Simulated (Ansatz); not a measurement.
**C2H5FSn: up Jacob's ladder to CCSD(T)**

Aim: compute C2H5FSn with functionals from several rungs and with coupled cluster. The yardstick is the atomisation energy at the CCSD(T) limit.

Program: Ansatz 0.2.0, Gaussian basis. Level of theory: functionals in def2-TZVPP, the program's frozen cores in correlated methods. These are calculated values, not measurements.

Levels to be run: PBE-D4, r2SCAN-D4, PBE0-D4, B3LYP-D4, ωB97X-V, ωB97M-V, B2PLYP; CCSD(T)/def2-TZVPP; MP2/def2-QZVPP; extrapolation to the limit.

### 1 Structure used throughout

All runs share one geometry, relaxed beforehand with PBE0-D4 in a triple-zeta def2 set. Sn takes the def2 core potential; no spin-orbit term is included.

SMILES `C=[C](F)[SnH3]`, 9 atoms, charge 0, spin multiplicity 1.

Atoms are counted from 1 here; the program's logs count them from 0.

Bond lengths: C1–C2 1.322 Å, C1–H5 1.082 Å, C1–H6 1.085 Å, C2–F3 1.351 Å, C2–Sn4 2.149 Å, Sn4–H7 1.701 Å, Sn4–H8 1.704 Å, Sn4–H9 1.704 Å. Angles: C2–C1–H5 120.0°, C2–C1–H6 121.5°, H5–C1–H6 118.5°, C1–C2–F3 119.0°, C1–C2–Sn4 126.8°, F3–C2–Sn4 114.2°, C2–Sn4–H7 108.0°, C2–Sn4–H8 109.0°, C2–Sn4–H9 109.0°, H7–Sn4–H8 110.7°, H7–Sn4–H9 110.7°, H8–Sn4–H9 109.4°.

Coordinates:

```mol
C2H5FSn
  3D, bonds by distance, orders not assigned

  9  8  0  0  0  0  0  0  0  0999 V2000
    1.4456    0.7474   -0.5153 C   0  0
    0.1432    0.5333   -0.5830 C   0  0
   -0.5829    1.1957   -1.5106 F   0  0
   -1.0088   -0.7942    0.6529 Sn  0  0
    2.0428    0.2257    0.2210 H   0  0
    1.9415    1.4410   -1.1864 H   0  0
   -2.6333   -0.6980    0.1572 H   0  0
   -0.4140   -2.3805    0.4662 H   0  0
   -0.8455   -0.3167    2.2808 H   0  0
  1  2  8  0
  2  3  8  0
  2  4  8  0
  1  5  8  0
  1  6  8  0
  4  7  8  0
  4  8  8  0
  4  9  8  0
M  END
```

### 2 PBE-D4 (GGA)

The input, in.yaml:

```yaml
crystal:
  periodic: [false, false, false]
  atoms:
    - {symbol: C, position_ang: [1.445624, 0.747358, -0.515293]}
    - {symbol: C, position_ang: [0.143165, 0.533270, -0.582962]}
    - {symbol: F, position_ang: [-0.582889, 1.195667, -1.510562]}
    - {symbol: Sn, position_ang: [-1.008848, -0.794193, 0.652868]}
    - {symbol: H, position_ang: [2.042818, 0.225734, 0.220952]}
    - {symbol: H, position_ang: [1.941469, 1.441047, -1.186420]}
    - {symbol: H, position_ang: [-2.633306, -0.698033, 0.157171]}
    - {symbol: H, position_ang: [-0.414019, -2.380466, 0.466227]}
    - {symbol: H, position_ang: [-0.845514, -0.316683, 2.280820]}
basis:
  gaussian: {orbitals: def2-TZVPP}
hamiltonian: {xc: pbe, dispersion: d4}
output: {forces: true, orbitals: {seedname: orbitals}}
```

Launch:

```sh
ansatz run in.yaml --threads 4 --pin off --events-out ev --progress --plain --max-ram 10444MiB
```

Further steps of the session: r2SCAN-D4 (meta-GGA); PBE0-D4 (hybrid); B3LYP-D4 (hybrid); ωB97X-V (range-separated); ωB97M-V (range-separated); B2PLYP (double hybrid); CCSD(T) in def2-TZVPP; MP2 in def2-QZVPP.

Q: Predict the results of all the runs planned. Wanted: atomisation energy, CCSD(T)/CBS; farthest; mean size of error, hybrid; mean size of error, range-separated; gap, smallest and largest; T1 diagnostic; triples share of the correlation energy.

The runs gave:

| quantity | value |
| --- | --- |
| atomisation energy, CCSD(T)/CBS | 716.2 kcal/mol |
| functionals within 7.2 kcal/mol (1.0 %) | r2SCAN-D4, PBE0-D4, B3LYP-D4, ωB97X-V, ωB97M-V |
| farthest | PBE-D4 (+12.6 kcal/mol) |
| mean size of error, hybrid | 3.2 kcal/mol |
| mean size of error, range-separated | 1.3 kcal/mol |
| gap, smallest and largest | 5.21 eV (PBE-D4), 11.86 eV (ωB97X-V) |
| T1 diagnostic | 0.0136 |
| triples share of the correlation energy | 3.4 % |

PBE-D4 is off by +12.6 kcal/mol. Double hybrids carry the basis error of their MP2 part in triple zeta, and no dispersion term here, so their miss is partly the set-up's. The reference freezes the cores and leaves out spin-orbit coupling and excitations past (T), and its outer-core shells are covered unevenly, so misses under about 7.2 kcal/mol can't be ranked. All levels share the lack of spin-orbit coupling, which lowers the free heavy atoms and so the true binding. Hartree-Fock recovers 71 % of the binding; the rest is correlation. The gap grows from 5.2 to 11.9 eV across the functionals, mostly with the share of exact exchange. Correlated methods include outer-core shells of Sn, which these sets cover unevenly.
